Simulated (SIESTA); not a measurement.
NbTe:

```
Te Nb
1.0
     3.70297    0.00000    0.00000
    -1.85149    3.20687    0.00000
     0.00000    0.00000    3.69421
Te Nb
1 1
Direct
  0.66667 0.33333 0.00000
  0.00000 0.00000 0.50000
```

The cell comes from a database or a generator and needn't be the stable form of this composition.

Base run:

```yaml
Program: SIESTA 5.4.2
Functional: PBE
Potentials_or_basis: PseudoDojo 0.4 standard (PBE files)
Basis: DZP (energy shift 0.003 Ry; two zetas on semicore shells)
Grid_cutoff: 800 Ry
Energy_shift: 0.003 Ry
k_mesh: 8 × 8 × 7
Occupations: fermi-dirac, width 0.05 eV
Spin: no spin polarisation
```

Its results: band gap on the k mesh none (metal or under the smearing width); pressure 2.1 GPa.

Task: The run is repeated on the same cell with these changes: functional from PBE to PBEsol; potentials or basis from PseudoDojo 0.4 standard (PBE files) to PseudoDojo 0.4 standard (PBEsol files). What comes out?

Result: Band gap on the k mesh none (metal or under the smearing width); pressure -2.5 GPa.

Caveats: the basis of atomic orbitals isn't converged, which shifts pressures, moduli and gaps.

Not every run made on this cell is shown here.
